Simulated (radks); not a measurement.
**Sm with its nuclear charge varied continuously**

One table from this session's results is given with a row withheld; the runs are named, their logs left out.

Method: scalar-relativistic Kohn-Sham, PBE, spin-polarised, spherical densities, finite nucleus; open shells are filled with parallel spins first. Code: radks (a radial shooting solver on a logarithmic mesh, Libxc functionals) version 1.

### Starting point

* element: samarium (Z = 62)
* charge: 0
* electrons: 62
* configuration: [Xe] 4f6 6s2
* nuclear rms radius: 5.0819 fm

The outer shells:

Sm
```
[Xe] core
4f [↑ ][↑ ][↑ ][↑ ][↑ ][↑ ][  ]
6s [↑↓]
```

The first run:

Input:

```text
Z 62
configuration [Xe] 4f6 6s2
relativity scalar-relativistic
functional pbe,pbe
spin polarised
nucleus finite rms 5.0819 fm
c 137.035999084
```

Among the steps run: Z = 62.

One table of the session follows, with a row left open; its other results are not shown here.

It belongs to the step «Z = 62». From the orbitals of this run (lengths in bohr):

```
  level     <r>  outermost maximum (interpolated)  90 % within  nodes
4d down  0.6714                             0.587         1.01      1
  5s up   1.403                              1.26         2.02      4
5s down   1.426                              1.27         2.06      4
  5p up   1.649                              1.43         2.42      3
5p down   1.688                              1.45         2.49      3
  6s up       ?                                 ?            ?      ?
  4f up  0.9933                             0.614         1.74      0
6s down   4.419                              3.77         6.53      5
```

**Question.** Estimate the row for 6s up.

The run gave: <r>: 4.274; outermost maximum (interpolated): 3.64; 90 % within: 6.32; nodes: 5. In the column «<r>» it lies between 5p down (1.688) and 6s down (4.419).

Caveats from the session: At Z = 62 the central difference of E is -411.597 hartree, against -409.410 from the Hellmann-Feynman theorem; the scalar-relativistic energy here is not variational, so the two differ by a part that grows with Z.
